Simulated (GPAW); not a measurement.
# Ti3S2 (R32) in GPAW: notebook

One crystal, Ti3S2, is run at these levels: PBE, TB-mBJ; tasks: band structure, equation of state, single point.

All numbers are computed with GPAW 26.7.0; they aren't measurements. Logs are shortened: lines on timing, memory, paths and dates and some standing lists are left out, and cuts for length are marked. The log counts tension as positive stress, the text compression.

**1. Starting point**

Symmetry: R32, No. 155, trigonal system. Conventional cell: a = 5.426 Å, b = 5.426 Å, c = 9.713 Å, α = 90.00°, β = 90.00°, γ = 120.00°. Ti (site symmetry 2) has 4 S at 2.42 to 2.44 Å as nearest neighbours. S (site symmetry 3) has 6 Ti at 2.42 to 2.44 Å as nearest neighbours.

The cell comes from a database or a generator and needn't be the stable form of this composition.

**2. Band structure, PBE**

run.py

```python
from ase import Atoms
from ase.dft.bandgap import bandgap
from ase.io import write
from ase.units import GPa
from gpaw import GPAW, PW

atoms = Atoms(['Ti', 'Ti', 'Ti', 'S', 'S'],
              cell=[[2.7131139241, 1.5664170544, 3.2376184047],
                    [-2.7131139241, 1.5664170544, 3.2376184047],
                    [0.0, -3.1328341088, 3.2376184047]],
              scaled_positions=[[0.0, 0.335655, 0.664345],
                                [0.664345, 0.0, 0.335655],
                                [0.335655, 0.664345, 0.0],
                                [0.167839, 0.167839, 0.167839],
                                [0.832161, 0.832161, 0.832161]],
              pbc=True)

calc = GPAW(mode=PW(600),
            xc='PBE',
            kpts={'size': (5, 5, 5), 'gamma': True},
            occupations={'name': 'fermi-dirac', 'width': 0.05},
            nbands=44,
            convergence={'density': 1e-05, 'energy': 1e-05},
            maxiter=150,
            txt='gpaw.txt')
atoms.calc = calc
energy = atoms.get_potential_energy()
forces = atoms.get_forces()
stress = atoms.get_stress()
calc.write('gs.gpw')
write('result.traj', atoms)
print(f'Energy: {energy:.6f} eV')
print('Forces (eV/A):')
print(forces.round(4))
print('Stress (GPa):', (stress / GPa).round(3))
print('Fermi level:', round(calc.get_fermi_level(), 4), 'eV')
print(f'Gap: {bandgap(calc)[0]:.4f} eV, direct: {bandgap(calc, direct=True)[0]:.4f} eV')

path = atoms.cell.bandpath('GLB1,BZGX,QFP1Z,LP', npoints=60, eps=1e-4)
bs_calc = calc.fixed_density(kpts=path, symmetry='off', nbands=64,
                             convergence={'bands': 'CBM+6.0', 'eigenstates': 1e-6}, txt='bands.txt')
bs = bs_calc.band_structure()
bs.write('bs.json')
print(f'Gap on the path: {bandgap(bs_calc)[0]:.4f} eV')
```

Potentials or basis: GPAW PAW data sets (gpaw-data 1.2.1), pw.

Command:

```console
> OMP_NUM_THREADS=1 python run.py
```

gpaw.txt:

```text
__  _  _
 | _ |_)|_||  |
 |__||  | ||/\| - 26.7.0

Input parameters:
  mode=PW(ecut=600.0),
  convergence={'density': 1e-05, 'energy': 1e-05},
  kpts=MonkhorstPack(size=(5, 5, 5), gamma=True),
  maxiter=150,
  nbands=44,
  occupations=Occupations(name='fermi-dirac', width=0.05),
  xc=XC(name='PBE')

Diagonalizing LCAO Hamiltonian
Converting LCAO to pw mode

          S

         Ti
       Ti     Ti

          S

Atoms  # Å, Bohr magnetons
|   | symbol |         x |         y |        z |    initial magnetic moments |
|---|--------|-----------|-----------|----------|-----------------------------|
| 0 |     Ti | -0.910670 | -1.555507 | 3.237618 | ( 0.0000,  0.0000,  0.0000) |
| 1 |     Ti |  1.802444 | -0.010910 | 3.237618 | ( 0.0000,  0.0000,  0.0000) |
| 2 |     Ti | -0.891773 |  1.566417 | 3.237618 | ( 0.0000,  0.0000,  0.0000) |
| 3 |      S |  0.000000 | -0.000000 | 1.630196 | ( 0.0000,  0.0000,  0.0000) |
| 4 |      S | -0.000000 | -0.000000 | 8.082659 | ( 0.0000,  0.0000,  0.0000) |

Unit cell  # Å
| periodic |         x |         y |        z |  lengths |    angles |
|----------|-----------|-----------|----------|----------|-----------|
|      yes |  2.713114 |  1.566417 | 3.237618 | 4.505199 | 74.057886 |
|      yes | -2.713114 |  1.566417 | 3.237618 | 4.505199 | 74.057886 |
|      yes |  0.000000 | -3.132834 | 3.237618 | 4.505199 | 74.057886 |

Number of symmetries: 6
Symmetry operations  # r_c * U_cc + t_c -> r_c
|   | kind |            matrix            |
|---|------|------------------------------|
| 0 |  E   |  1, 0, 0,  0, 1, 0,  0, 0, 1 |
| 1 |  C3  |  0, 1, 0,  0, 0, 1,  1, 0, 0 |
| 2 |  C3  |  0, 0, 1,  1, 0, 0,  0, 1, 0 |
| 3 |  C2  |  0, 0,-1,  0,-1, 0, -1, 0, 0 |
| 4 |  C2  |  0,-1, 0, -1, 0, 0,  0, 0,-1 |
| 5 |  C2  | -1, 0, 0,  0, 0,-1,  0,-1, 0 |

BZ-sampling:
  Number of BZ points: 125
  Number of IBZ points: 19

  Monkhorst-Pack size: [5, 5, 5]
  Monkhorst-Pack shift: [0, 0, 0]

K-points  # in reciprocal-cell coordinates
|     |                                coordinates |     weight |
|-----|--------------------------------------------|------------|
|   0 | (  0.00000000,   0.00000000,   0.00000000) | 0.00800000 |
|   1 | (  0.20000000,   0.00000000,  -0.20000000) | 0.04800000 |
|   2 | (  0.20000000,   0.00000000,   0.00000000) | 0.04800000 |
|   3 | (  0.20000000,   0.20000000,  -0.20000000) | 0.04800000 |
|   4 | (  0.20000000,   0.20000000,   0.00000000) | 0.04800000 |
|   5 | (  0.20000000,   0.20000000,   0.20000000) | 0.01600000 |
|   6 | (  0.40000000,  -0.20000000,  -0.20000000) | 0.04800000 |
|   7 | (  0.40000000,   0.00000000,  -0.40000000) | 0.04800000 |
|   8 | (  0.40000000,   0.00000000,  -0.20000000) | 0.09600000 |
|   9 | (  0.40000000,   0.00000000,   0.00000000) | 0.04800000 |
| ... |                                            |            |
|  18 | (  0.40000000,   0.40000000,   0.40000000) | 0.01600000 |

Plane wave coefficients: 2775
Cutoff: 600.0 eV

Spin-components: 1 (collinear spins)
Bands:           44
Projectors:      28
Spin-degeneracy: 2
Datatype:        complex128

Parallelization:
  kpt:    1
  domain: 1
  band:   1

Density:
  Valence electrons: 48.0
  Components: 1
  Grid points: [27 27 27]
  Charge: 0.0  # |e|

Potential:
  Grid points: [27 27 27]

species:
  Ti:
    name:    Titanium
    Z:       22.0
    valence: 12
    core:    10
    charge:  0.0  # [|e|]
    compensation charges:
      type: gauss
      rc: 0.38  # [Å]
      lmax: 2
    cutoffs:
      filter: 2.23  # [Å]
      core: 1.02  # [Å]
    projectors
    | kind |    occ | energy [eV] | rcut [Å] |
    |------|--------|-------------|----------|
    |   3s |  2.000 |     -62.623 |    1.270 |
    |   4s |  2.000 |      -4.466 |    1.270 |
    |   3p |  6.000 |     -38.862 |    1.058 |
    |   4p |  0.000 |      -1.466 |    1.058 |
    |   3d |  2.000 |      -4.258 |    1.058 |
    |    d |        |      22.953 |    1.058 |

    Using partial waves for Ti as LCAO basis

  S:
    name:    Sulfur
    Z:       16.0
    valence: 6
    core:    10
    charge:  0.0  # [|e|]
    compensation charges:
      type: gauss
      rc: 0.24  # [Å]
      lmax: 2
    cutoffs:
      filter: 1.77  # [Å]
      core: 1.66  # [Å]
    projectors
    | kind |    occ | energy [eV] | rcut [Å] |
    |------|--------|-------------|----------|
    |   3s |  2.000 |     -17.254 |    0.974 |
    |   3p |  4.000 |      -7.008 |    0.979 |
    |    s |        |       9.957 |    0.974 |
    |    p |        |      20.203 |    0.979 |
    |    d |        |       0.000 |    0.900 |

    Using partial waves for S as LCAO basis

Reference energy: -91387.282640  # eV

eigensolver:
  PPCG
  Converge bands: occupied
  niter=2

density mixing:
  MSR1-Mixer
  Pratt-step length: 0.05
  Maximum mixing coefficient: 0.75
  Old densities: 10
  SVD Regularization: 0.005
  Good broyden scale: 1.0
  Trust region scale: 1.0
  Backstep threshold: 4.0
  History deletion threshold: 6.0
  Fourier metric: weight=20.0, sigma=0.015

occupation numbers:
  Fermi-Dirac:
    width: 0.0500  # eV

poisson solver:
  ecut: 4800.0  # eV

xc functional:
  name: PBE with 2 nearest neighbor stencil

convergence criteria:
- Maximum integral of absolute [dens]ity change: 1e-05 electrons / valence electron
- Maximum [total energy] change in last 3 cyles: 1e-05 eV / valence electron
- Maximum integral of absolute [eigenst]ate change: 4e-08 eV^2 / valence electron
maximum number of iterations: 150

SCF iterations
|iter     | |      energy | eigst |  dens |
|---------|-|-------------|-------|-------|
|iter:   1| |  -33.079840 | +0.36 |       |
|iter:   2| |  -33.234874 | -1.32 | -1.36 |
|iter:   3| |-455803.988621 | +5.28 | -1.36 |
|iter:   4| |   13.943774 | +1.80 | +1.33 |
|iter:   5| |  -25.275515 | +1.35 | -0.43 |
|iter:   6| |  -33.144179 | -0.16 | -1.05 |
|iter:   7| |  -33.077811 | -1.89 | -1.58 |
|iter:   8| |  -32.955524 | -2.09 | -1.72 |
|iter:   9| |  -32.972239 | -2.79 | -2.29 |
|iter:  10| |  -32.973846 | -3.96 | -2.20 |
|iter:  11| |  -32.960956 | -3.63 | -2.18 |
|iter:  12| |  -32.957088 | -3.94 | -2.45 |
|iter:  13| |  -32.956192 | -4.62 | -2.75 |
|iter:  14| |  -32.955953 | -5.12 | -3.05 |
|iter:  15| |  -32.955909c| -5.64 | -3.41 |
|iter:  16| |  -32.955909c| -6.26 | -3.88 |
|iter:  17| |  -32.955909c| -7.51c| -5.38c|

Converged in 17 steps
Energy contributions relative to reference atoms: (reference = -91387.282640)

Energy contributions:
  Kinetic:          32.394697
  Coulomb:         -29.969634
  Zero:              0.062178
  External:          0.000000
  Xc:              -35.434772
  Entropy:          -0.016755
  Spinorbit:         0.000000
  ----------------------------
  Free energy:     -32.964287
  Extrapolated:    -32.955909

dipole moment: (0.000000, -0.000000, -30.825455)  # |e|*Ang

Fermi level: 8.897
Eigenvalues  # (at kpt = [0.000, 0.000, 0.000])
| band index |      eig [eV] | occ [0-2] |
|------------|---------------|-----------|
|          0 |       -48.085 |     2.000 |
|        ... |               |           |
|         16 |         3.218 |     2.000 |
|         17 |         4.680 |     2.000 |
|         18 |         4.971 |     2.000 |
|         19 |         4.971 |     2.000 |
|         20 |         6.757 |     2.000 |
|         21 |         7.491 |     2.000 |
[... 8 lines left out ...]
|         30 |        11.311 |     0.000 |
|         31 |        11.727 |     0.000 |
|        ... |               |           |
|         43 |        19.531 |     0.000 |

No gap
No difference between direct/indirect transitions

Forces  # eV/Ang
|        x |        y |        z |
|----------|----------|----------|
| -0.01955 |  0.03387 | -0.00000 |  # Ti   0
| -0.01955 | -0.03387 | -0.00000 |  # Ti   1
|  0.03911 |  0.00000 |  0.00000 |  # Ti   2
|  0.00000 |  0.00000 |  0.04031 |  # S    3
|  0.00000 |  0.00000 | -0.04031 |  # S    4

Stress tensor  # eV/Ang^3
|         x |         y |         z |
|-----------|-----------|-----------|
| -0.001804 |  0.000000 |  0.000000 |
|  0.000000 | -0.001804 | -0.000000 |
|  0.000000 |  0.000000 | -0.000961 |

# Writing to gs.gpw (mode='')
```

Wall time 2.8 min (1 thread of Arm Neoverse V2, shared host); peak memory 0.46 GiB.

Results:

| Quantity | Value |
| --- | --- |
| Free energy | -32.9643 eV |
| Pressure | 0.2 GPa |
| Largest force | 0.040 eV/Å |
| Band gap along the path | none (metal or under the smearing width) |

Forces in eV/Å, atoms in the order of the input:
```
Ti  -0.020  0.034  0.000
Ti  -0.020 -0.034  0.000
Ti   0.039  0.000  0.000
S    0.000  0.000  0.040
S    0.000  0.000 -0.040
```

Levels at the corners of the path, in eV from the Fermi level:
```
point  band 22  band 23  band 24  band 25  band 26  band 27
    Γ    -1.41    -0.01    -0.01     0.57     0.57     1.79
    L    -0.90    -0.67    -0.44    -0.15     0.84     1.30
   B1    -0.76    -0.53    -0.33     0.37     0.67     0.71
    B    -0.76    -0.53    -0.33     0.37     0.67     0.71
    Z    -0.17    -0.17    -0.06     0.31     0.31     0.82
    Γ    -1.41    -0.01    -0.01     0.57     0.57     1.79
    X    -1.08    -0.75    -0.26     0.28     0.69     1.35
    Q    -1.08    -0.75    -0.26     0.28     0.69     1.35
    F    -1.03    -0.69    -0.21     0.10     0.68     1.37
   P1    -0.71    -0.40    -0.26     0.31     0.59     0.69
    Z    -0.17    -0.17    -0.06     0.31     0.31     0.82
    L    -0.90    -0.67    -0.44    -0.15     0.84     1.30
    P    -0.71    -0.40    -0.26     0.31     0.59     0.69
```

**3. Equation of state, PBE**

run.py

```python
from ase import Atoms
from ase.eos import EquationOfState
from ase.io import Trajectory
from ase.units import GPa
from gpaw import GPAW, PW

atoms = Atoms(['Ti', 'Ti', 'Ti', 'S', 'S'],
              cell=[[2.7131139241, 1.5664170544, 3.2376184047],
                    [-2.7131139241, 1.5664170544, 3.2376184047],
                    [0.0, -3.1328341088, 3.2376184047]],
              scaled_positions=[[0.0, 0.335655, 0.664345],
                                [0.664345, 0.0, 0.335655],
                                [0.335655, 0.664345, 0.0],
                                [0.167839, 0.167839, 0.167839],
                                [0.832161, 0.832161, 0.832161]],
              pbc=True)

traj = Trajectory('eos.traj', 'w')
volumes, energies = [], []
for x in [0.94, 0.96, 0.98, 1.0, 1.02, 1.04, 1.06]:
    a = atoms.copy()
    a.set_cell(atoms.cell * x**(1 / 3), scale_atoms=True)
    calc = GPAW(mode=PW(600),
                xc='PBE',
                kpts={'size': (5, 5, 5), 'gamma': True},
                occupations={'name': 'fermi-dirac', 'width': 0.05},
                nbands=44,
                convergence={'density': 1e-05, 'energy': 1e-05},
                maxiter=150,
                txt=f'eos-{x:.2f}.txt')
    a.calc = calc
    energies.append(a.get_potential_energy(force_consistent=True))
    volumes.append(a.get_volume())
    p = -a.get_stress()[:3].mean() / GPa
    calc.write(f'eos-{x:.2f}.gpw')
    traj.write(a)
    print(f'{x:.2f} {volumes[-1]:10.4f} A^3 {energies[-1]:14.6f} eV {p:9.3f} GPa', flush=True)

v0, e0, B = EquationOfState(volumes, energies, eos='birchmurnaghan').fit()
print(f'V0 = {v0:.4f} A^3, E0 = {e0:.6f} eV, B0 = {B / GPa:.2f} GPa')
```

Potentials or basis: GPAW PAW data sets (gpaw-data 1.2.1), pw.

Command:

```console
> OMP_NUM_THREADS=1 python run.py
```

It took 8.1 min on 1 thread of Arm Neoverse V2, shared host; peak memory 0.39 GiB.

Results (log left out):

* Equilibrium volume: 16.62 Å³/atom
* Bulk modulus at fixed shape and positions: 126 GPa
* Pressure derivative of the bulk modulus: 4.7 (rough: it moves with the points fitted)

Energy against volume, from the lowest point:
| volume (Å³/atom) | energy (meV/atom) |
| --- | --- |
| 15.521 | 32.45 |
| 15.851 | 15.07 |
| 16.181 | 4.54 |
| 16.511 | 0.00 |
| 16.842 | 0.71 |
| 17.172 | 6.30 |
| 17.502 | 16.19 |

Caveat: the cell was scaled at fixed shape and fractional positions, which overstates the stiffness of a crystal with free parameters, most of all of layers and chains.

[end of part 1 of 2]
